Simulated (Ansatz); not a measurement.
# YS (Fm-3m): calculation of the elastic constants

Aim: a calculation of the elastic constants, for YS (Fm-3m), run from a script.

All numbers are computed with Ansatz 0.2.0 through its Python package. Level of theory: DFT r2SCAN, plane waves, PAW.

**1. The structure**

It takes space group Fm-3m (No. 225, cubic). The conventional cell has a = 5.487 Å, b = 5.487 Å, c = 5.487 Å, α = 90.00°, β = 90.00°, γ = 90.00°. Y (site symmetry m-3m) has 6 S at 2.74 Å in its first shell of neighbours. S (site symmetry m-3m) has 6 Y at 2.74 Å in its first shell of neighbours.

The script holds or builds the structure itself.

**2. Script**

run_elastic.py

```python
import ansatz as az
import numpy as np
from pymatgen.core import Lattice, Structure
from pymatgen.io.ase import AseAtomsAdaptor

pmg_structure = Structure(
    Lattice([(0.0, 2.74365, 2.74365), (2.74365, 0.0, 2.74365), (2.74365, 2.74365, 0.0)]),
    ['Y', 'S'],
    [
        (0.5, 0.5, 0.5),
        (0.0, 0.0, 0.0),
    ],
)
system = az.Crystal.from_ase(AseAtomsAdaptor.get_atoms(pmg_structure))

calculation = (
    system.calculation()
    .occupations(az.OccupationsMethod.FERMI_DIRAC)
    .functional('r2scan')
    .kpoints(16, 16, 16)
)
done = calculation.elastic('relaxed-ion').run(threads=1)
elastic = done.elastic

print('C_ij (GPa), Voigt order xx yy zz yz xz xy')
for row in elastic.c_gpa:
    print(' '.join(f'{value:8.1f}' for value in row))
print('smallest eigenvalue of C:', round(elastic.stability.min_eigenvalue_gpa, 1), 'GPa; tensor positive definite:', elastic.stability.min_eigenvalue_gpa > 0)
if elastic.stability.min_eigenvalue_gpa > 0:
    m = elastic.moduli
    anisotropy = 5 * m.g_voigt_gpa / m.g_reuss_gpa + m.k_voigt_gpa / m.k_reuss_gpa - 6
    print(f'Voigt K {m.k_voigt_gpa:.1f} G {m.g_voigt_gpa:.1f}; Reuss K {m.k_reuss_gpa:.1f} G {m.g_reuss_gpa:.1f}; universal anisotropy index {anisotropy:.3f}')
```

**3. What the engine is handed**

The engine receives this input:

```yaml
crystal:
  lattice:
    - [0.0, 2.74365, 2.74365]
    - [2.74365, 0.0, 2.74365]
    - [2.74365, 2.74365, 0.0]
  atoms:
    - { symbol: "Y", position: [0.5, 0.5, 0.5] }
    - { symbol: S, position: [0.0, 0.0, 0.0] }
kpoints:
  mp_grid:
    grid: [16, 16, 16]
hamiltonian:
  xc: r2scan
scf:
  occupations:
    method: fermi_dirac
elastic:
  mode: relaxed_ion
```

**4. Running it**

Run with:

```console
> python run_elastic.py
```

Q: Predict the main results. Wanted: free energy; gap on the mesh; pressure; largest force; bulk modulus; shear modulus; least eigenvalue of C.

The runs gave:

| quantity | value |
| --- | --- |
| free energy | -4770.1001 eV (-2385.0501 eV/atom) |
| gap on the mesh | none |
| pressure | 2.24 GPa |
| largest force | 0.000 eV/Å |
| bulk modulus (Hill) | 108.8 GPa |
| shear modulus (Hill) | 52.3 GPa |
| least eigenvalue of C | 28.1 GPa |

In words: All eigenvalues of C are positive, so the cell resists every small strain. The ratio K/G is 2.08, on the ductile side of Pugh's 1.75. The unstrained cell carries a stress of up to 2.2 GPa, so these aren't the constants at zero pressure. Filled and empty levels meet on the mesh: no gap at this level. The pressure of 2.2 GPa means that the cell would grow if relaxed at this level. All forces vanish by symmetry. What to keep in mind:
- Spin is left out of this run.
- The cell isn't relaxed first, so the values belong to this volume.
- A positive definite tensor excludes instabilities under uniform strain alone; phonons elsewhere in the zone can still be imaginary.
- The cell stands under 2.2 GPa at these settings.
- Shear constants of a metal converge slowly with the k-point mesh and can be wrong in sign on a coarse one; the constants belong to the cell that was strained.
